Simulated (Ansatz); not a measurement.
# CH₄MoO₃S: basis-set convergence

An exercise on one series of results from a longer session: the logs are not shown, and one member is left open.

Computed with Ansatz 0.2.0, Gaussian basis. Level: one geometry, several basis sets.

The runs, in order: PBE0-D4/def2-SVP; ωB97M-V/def2-SVP; PBE0-D4/def2-QZVPP; ωB97M-V/def2-QZVPP; the functionals' def2-TZVPP values are taken from earlier runs.

## Structure used throughout

All runs share one geometry, relaxed beforehand with PBE0-D4 in a triple-zeta def2 set. Mo takes the def2 core potential; no spin-orbit term is included.

SMILES `C[O][Mo](=[O])([OH])=[S]`, 10 atoms, charge 0, spin multiplicity 1.

Atoms are counted from 1 here; the program's logs count them from 0.

Bond lengths: C1–O2 1.408 Å, C1–H7 1.092 Å, C1–H8 1.093 Å, C1–H9 1.093 Å, O2–Mo3 1.837 Å, Mo3–O4 1.672 Å, Mo3–O5 1.870 Å, Mo3–S6 2.116 Å, O5–H10 0.961 Å. Angles: O2–C1–H7 108.6°, O2–C1–H8 109.4°, O2–C1–H9 110.5°, H7–C1–H8 109.2°, H7–C1–H9 109.8°, H8–C1–H9 109.3°, C1–O2–Mo3 137.8°, O2–Mo3–O4 108.8°, O2–Mo3–O5 110.2°, O2–Mo3–S6 107.9°, O4–Mo3–O5 110.5°, O4–Mo3–S6 109.9°, O5–Mo3–S6 109.5°, Mo3–O5–H10 121.8°.

The first run:

The input, in.yaml:

```yaml
crystal:
  periodic: [false, false, false]
  atoms:
    - {symbol: C, position_ang: [-0.587565, 0.048658, 1.754365]}
    - {symbol: O, position_ang: [-0.058891, -0.568981, 0.604372]}
    - {symbol: Mo, position_ang: [0.688584, -0.055517, -0.993169]}
    - {symbol: O, position_ang: [1.986089, -1.055610, -1.327081]}
    - {symbol: O, position_ang: [-0.582218, -0.149617, -2.362257]}
    - {symbol: S, position_ang: [1.354557, 1.941969, -0.785850]}
    - {symbol: H, position_ang: [-0.293101, -0.534052, 2.629966]}
    - {symbol: H, position_ang: [-1.678300, 0.069830, 1.686604]}
    - {symbol: H, position_ang: [-0.210688, 1.070876, 1.846895]}
    - {symbol: H, position_ang: [-0.535367, -0.818654, -3.050945]}
basis:
  gaussian: {orbitals: def2-SVP}
hamiltonian: {xc: pbe0, dispersion: d4}
output: {orbitals: {seedname: orbitals}}
```

On the command line:

```
> ansatz run in.yaml --threads 4 --pin off --events-out ev --progress --plain --max-ram 11315MiB
```

Among the steps run: PBE0-D4 in def2-SVP; ωB97M-V in def2-SVP; PBE0-D4 in def2-QZVPP; ωB97M-V in def2-QZVPP.

One table of the session follows, with a row left open; its other results are not shown here.

It belongs to the step «Density functionals: the series». 

```
functional       basis  HOMO (eV)  LUMO (eV)
   PBE0-D4    def2-SVP          ?          ?
   PBE0-D4  def2-TZVPP      -7.56      -2.62
   PBE0-D4  def2-QZVPP      -7.58      -2.63
   ωB97M-V    def2-SVP      -9.63      -0.50
   ωB97M-V  def2-TZVPP      -9.69      -0.59
   ωB97M-V  def2-QZVPP      -9.71      -0.63
```

Q: Estimate the row for PBE0-D4, def2-SVP from the others.

The run gave: HOMO (eV): -7.54; LUMO (eV): -2.57. In the column «HOMO (eV)» it is the highest.
